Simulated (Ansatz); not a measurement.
This script makes a frozen displacement of one atom of SrMg, space group Fm-3m with the Ansatz DFT code, driven from Python.

`push.py`
```python
"""Frozen displacement of one atom in SrMg."""

import ansatz as az
import numpy as np
from pymatgen.core import Lattice, Structure
from pymatgen.io.ase import AseAtomsAdaptor

pmg_structure = Structure(
    Lattice([[0.0, 3.499514, 3.499514], [3.499514, 0.0, 3.499514], [3.499514, 3.499514, 0.0]]),
    ["Sr", "Mg"],
    [
        [0.5, 0.5, 0.5],
        [0.0, 0.0, 0.0],
    ],
)
system = az.Crystal.from_ase(AseAtomsAdaptor.get_atoms(pmg_structure))

inverse = np.linalg.inv(np.array(system.lattice.vectors))
home = np.array(system.sites[0].position)
values = np.linspace(-0.02, 0.02, 5)
energies, pulls = [], []
for shift in values:
    moved = system.move(0, to=home + shift * inverse[2])
    base = moved.calculation()
    base = base.functional("pbesol", dispersion="d4").pseudopotentials("paw")
    base = base.basis(630)
    base = base.accuracy("low").kpoints(3, 3, 3)
    base = base.occupations("Fermi-Dirac", width=0.3)
    base = base.scf(tolerance=1e-09, max_iterations=60, extra_bands=12)
    base = base.forces()
    rep = base.run().report
    energies.append(rep["free_energy_ev"])
    pulls.append(rep["forces_ev_ang"][0][2])

# the force is minus the slope of the free energy
print("shift (A)   dE (eV)   force along z (eV/A)")
for shift, e, f in zip(values, energies, pulls):
    print(f"{shift:8.3f} {e - energies[2]:10.5f} {f:12.4f}")
print(f"stiffness from energies {2 * np.polyfit(values, energies, 2)[0]:.3f}, from forces {-np.polyfit(values, pulls, 1)[0]:.3f} eV/A^2")
```

How stiff is this displacement, and do energies and forces agree?

The curvature of the energy gives 1.849 eV/Å² and the slope of the force 1.849 eV/Å², a positive curvature.

The output:

Running `python push.py` prints:
```text
shift (A)   dE (eV)   force along z (eV/A)
  -0.020    0.00037       0.0370
  -0.010    0.00009       0.0185
   0.000    0.00000      -0.0000
   0.010    0.00009      -0.0185
   0.020    0.00037      -0.0370
stiffness from energies 1.849, from forces 1.849 eV/A^2
```

Reading the output:
- These settings explore the input space; cutoff and mesh may be short of convergence.
- Dispersion corrections can be off by several per cent in the lattices of metals, and by several GPa in the pressure at a fixed cell.
- For a metal this mesh is far too coarse, so the numbers only illustrate the procedure.
- In a metal a curvature from energy changes of a few meV or less hangs on mesh and smearing, in size and even in sign.
- The structure comes from a database of computed cells and needn't be a stable or known phase.
- All periodic images of the atom move with it, so the curvature is one diagonal element of the zone-centre force constants and no normal mode; a positive value doesn't exclude soft modes in which several atoms move.
- It ran for 17 s on 1 thread of Arm Neoverse N1, with other jobs on the host, peak memory 0.47 GiB.
